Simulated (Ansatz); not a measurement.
I need a formation energy from the elements of Mg3Co and its elements. Use the Python package of Ansatz (0.2.0). Use (first run): PBE, PAW, cutoff 470 eV, Gaussian smearing of 0.05 eV, collinear spin.

The script reads `mg3co_mg3co.vasp`:
```text
Mg3Co
1.0
   0.00000000    3.25417800    3.25417800
   3.25417800    0.00000000    3.25417800
   3.25417800    3.25417800    0.00000000
Mg Co
3 1
Direct
   0.25000000    0.25000000    0.25000000
   0.50000000    0.50000000    0.50000000
   0.75000000    0.75000000    0.75000000
   0.00000000    0.00000000    0.00000000
```

Input file `mg3co_mg.vasp`:
```text
Mg
1.0
   3.20930000    0.00000000    0.00000000
  -1.60465000    2.77933533    0.00000000
   0.00000000    0.00000000    5.21030000
Mg
2
Direct
   0.33333333    0.66666667    0.25000000
   0.66666667    0.33333333    0.75000000
```

Contents of `mg3co_co.cif`:
```cif
data_Co
_cell_length_a 2.507400
_cell_length_b 2.507400
_cell_length_c 4.069900
_cell_angle_alpha 90.00000
_cell_angle_beta 90.00000
_cell_angle_gamma 120.00000
_symmetry_space_group_name_H-M 'P 1'
_symmetry_Int_Tables_number 1
loop_
_symmetry_equiv_pos_as_xyz
'x, y, z'
loop_
_atom_site_label
_atom_site_type_symbol
_atom_site_fract_x
_atom_site_fract_y
_atom_site_fract_z
Co1 Co    0.333333    0.666667    0.250000
Co2 Co    0.666667    0.333333    0.750000
```

`run_formation.py`
```python
"""Formation energy of Mg3Co from the elements, after relaxing atoms and volume at fixed cell shape."""

from collections import Counter
import warnings

import ansatz as az
from ase.io import read
import numpy as np

POLARISED = {"Mg3Co", "Co"}


def solve(name, crystal):
    calc = (
        crystal.calculation()
        .basis(470)
        .scf(tolerance=1e-07)
        .functional("pbe")
        .kpoints(spacing=0.27)
        .occupations("gaussian", width=0.05)
        .stress()
    )
    if name in POLARISED:
        calc = calc.spin("collinear")
    calc = calc.relax(force_tolerance=0.03, max_steps=40, fix_cell=["shape"])
    return calc.run(threads=1, pin="off")


def counts(outcome):
    return Counter(site.symbol for site in outcome.lattice.sites)

def formation_energy(outcome, mu):
    n = counts(outcome)
    return (outcome.report["energy_sigma0_ev"] - sum(k * mu[element] for element, k in n.items())) / sum(n.values())


def volume_per_atom(outcome):
    return abs(np.linalg.det(outcome.lattice.cell_ang)) / len(outcome.lattice.sites)

warnings.simplefilter("ignore", az.DeckWarning)

phases = {}
atoms = read("mg3co_mg3co.vasp", format="vasp")
mg3co = az.Crystal.from_ase(atoms).moments(Co=2.5)
phases["Mg3Co"] = mg3co
atoms = read("mg3co_mg.vasp", format="vasp")
mg = az.Crystal.from_ase(atoms)
phases["Mg"] = mg
atoms = read("mg3co_co.cif")
co = az.Crystal.from_ase(atoms).moments(Co=2.5)
phases["Co"] = co

done = {}
for name, crystal in phases.items():
    done[name] = solve(name, crystal)
    print(f"{name}: {done[name].report['energy_sigma0_ev']:.4f} eV, {len(done[name].lattice.sites)} atoms")

# chemical potentials of the elements at zero temperature
references = {"Mg": "Mg", "Co": "Co"}
mu = {element: done[name].report["energy_sigma0_ev"] / len(done[name].lattice.sites) for element, name in references.items()}

target = done["Mg3Co"]
heat = formation_energy(target, mu)
n = counts(target)
print("cell content:", dict(n), " volume", round(volume_per_atom(target), 3), "A^3/atom")
print("formation energy", round(heat, 4), "eV/atom,", round(heat * sum(n.values()), 4), "eV per cell")
print("bound against the elements" if heat < 0 else "unbound against the elements")
```

```console
$ python run_formation.py
Mg3Co: -10896.8602 eV, 4 atoms
Mg: -3847.5995 eV, 2 atoms
Co: -10252.3119 eV, 2 atoms
cell content: {<Element.MG: 'Mg'>: 3, <Element.CO: 'Co'>: 1}  volume 17.315 A^3/atom
formation energy 0.1738 eV/atom, 0.695 eV per cell
unbound against the elements
```

Reading the output:
- Total energies depend on the potentials; only differences at equal settings carry meaning.
- Other magnetic orders than the one started from may lie lower.
- The program warned that this SCF threshold is loose for forces or stresses.
- Atoms and volume are relaxed with the cell's shape held, which in cells of lower than cubic symmetry can hide stresses and shift volumes.
- The cells come from databases of deposited and of computed structures, and not all need be stable phases.
- The compound is the structure given, not necessarily its lowest; energies are at zero temperature, with no correction for gases. Magnetic phases start from parallel moments and may not end in their lowest magnetic state. A semilocal functional's error on such energies is often 0.05 to 0.1 eV an atom, and 0.1 to 0.3 eV against gases such as O2 or F2.
- The script silences the warnings on its input, which a real study should read.
- Finished in 37 s on 1 thread of Arm Neoverse V2, with other jobs on the host, peak memory 0.51 GiB.

(Lines on the test bed's own set-up are left out of the output.)
